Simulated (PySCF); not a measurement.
**[Dy(H2O)4]3+: other functionals and bases at one geometry**

The task here is to estimate one member of a computed series from the others.

The runs use PySCF 2.14.0; several levels, as the steps say, no spin–orbit coupling.

1 further run of the same task is left out (for a known fault of the program).

**The starting structure**

13 atoms, charge 3, spin multiplicity 1.

Bond lengths: Dy1–O2 2.288 Å, Dy1–O5 2.288 Å, Dy1–O8 2.288 Å, Dy1–O11 2.288 Å, O2–H3 0.987 Å, O2–H4 0.987 Å, O5–H6 0.987 Å, O5–H7 0.987 Å, O8–H9 0.987 Å, O8–H10 0.987 Å, O11–H12 0.987 Å, O11–H13 0.987 Å. Angles: O2–Dy1–O5 109.3°, O2–Dy1–O8 109.8°, O2–Dy1–O11 109.3°, O5–Dy1–O8 109.3°, O5–Dy1–O11 109.8°, O8–Dy1–O11 109.3°, Dy1–O2–H3 128.5°, Dy1–O2–H4 128.5°, H3–O2–H4 102.9°, Dy1–O5–H6 128.5°, Dy1–O5–H7 128.5°, H6–O5–H7 102.9°, Dy1–O8–H9 128.5°, Dy1–O8–H10 128.5°, H9–O8–H10 102.9°, Dy1–O11–H12 128.5°, Dy1–O11–H13 128.5°, H12–O11–H13 102.9°.

Coordinates:

```xyz
13
charge 3, multiplicity 1
Dy    0.0000    0.0000    0.0000
O     1.3162    1.3236    1.3236
H     1.6872    1.1243    2.2159
H     1.6872    2.2159    1.1243
O    -1.3162   -1.3236    1.3236
H    -1.6872   -1.1243    2.2159
H    -1.6872   -2.2159    1.1243
O     1.3162   -1.3236   -1.3236
H     1.6872   -2.2159   -1.1243
H     1.6872   -1.1243   -2.2159
O    -1.3162    1.3236   -1.3236
H    -1.6872    2.2159   -1.1243
H    -1.6872    1.1243   -2.2159
```

Formal oxidation states: Dy +3. Each metal's 9 4f electrons lie in its core potential, so multiplicities, spins and levels count the valence alone. An earlier session relaxed this geometry at r2SCAN, Dy lcecp-1-SVP with ECP55, O def2-SVP, H def2-SVP (singlet, point group D2d).

At r2SCAN on the finer grid: E = -341.453680 Eh, HOMO -22.85 eV, LUMO -16.17 eV, Mulliken charge on Dy1 +1.74 e, largest force component 0.034 eV/Å. 

Levels to run: revPBE; HF; M06-L; B3LYP. Hardware: 2 threads of Intel Xeon Platinum 8259CL at 2.50GHz (Skylake/Cascade Lake), shared host.

The first run:

run.py (the lines that set the calculation) reads:

```python
mol = gto.M(atom='''
Dy     0.00000     0.00000     0.00000
O      1.31624     1.32356     1.32356
H      1.68725     1.12430     2.21593
H      1.68725     2.21593     1.12430
O     -1.31624    -1.32356     1.32356
H     -1.68725    -1.12430     2.21593
H     -1.68725    -2.21593     1.12430
O      1.31624    -1.32356    -1.32356
H      1.68725    -2.21593    -1.12430
H      1.68725    -1.12430    -2.21593
O     -1.31624     1.32356    -1.32356
H     -1.68725     2.21593    -1.12430
H     -1.68725     1.12430    -2.21593''',
    basis={'Dy': 'lcecp-1-SVP', 'O': 'def2-SVP', 'H': 'def2-SVP'},
    ecp={'Dy': 'lcecp-1-SVP'},
    charge=3, spin=0)
mf = dft.RKS(mol, xc='PBE_R,PBE')
mf.grids.atom_grid = (75, 302)  # f atoms: unpruned, at least (60, 302)
mf = mf.density_fit()  # fitting sets: Dy AutoAux, O def2-universal-JKFIT, H def2-universal-JKFIT
mf.conv_tol = 1e-08; mf.max_cycle = 55
mf.kernel(dm0)  # dm0: the density of the relaxed state
```

Started as:

```console
$ OMP_NUM_THREADS=2 python run.py
```

Steps of the session up to this table: revPBE; HF; M06-L; B3LYP.

One table of the session follows, with a row left open; its other results are not shown here.

```
                level  HOMO (eV)  gap (eV)  charge on Dy1 (e)  largest force component (eV/Å)
r2SCAN (relaxed here)     -22.85      6.68               1.74                            0.03
               revPBE     -22.34      5.97               1.62                            0.30
                   HF          ?         ?                  ?                               ?
                M06-L     -22.84      6.85               1.87                            0.12
                B3LYP     -23.95      8.17               1.71                            0.04
```

Estimate the missing values for HF.

**Answer.** HOMO (eV): -29.15; gap (eV): 17.70; charge on Dy1 (e): 2.12; largest force component (eV/Å): 0.91. In the column «HOMO (eV)» it is the lowest.

In one basis the HOMO–LUMO gap runs from 5.97 eV (revPBE) to 17.70 eV (HF). The largest leftover force, 0.91 eV/Å with HF, stands at a geometry relaxed at another level. With 4f in the core, its levels are missing from HOMO and gap, and its count is fixed, so no charge can pass from the ligands into it. Total energies of different levels can't be compared.
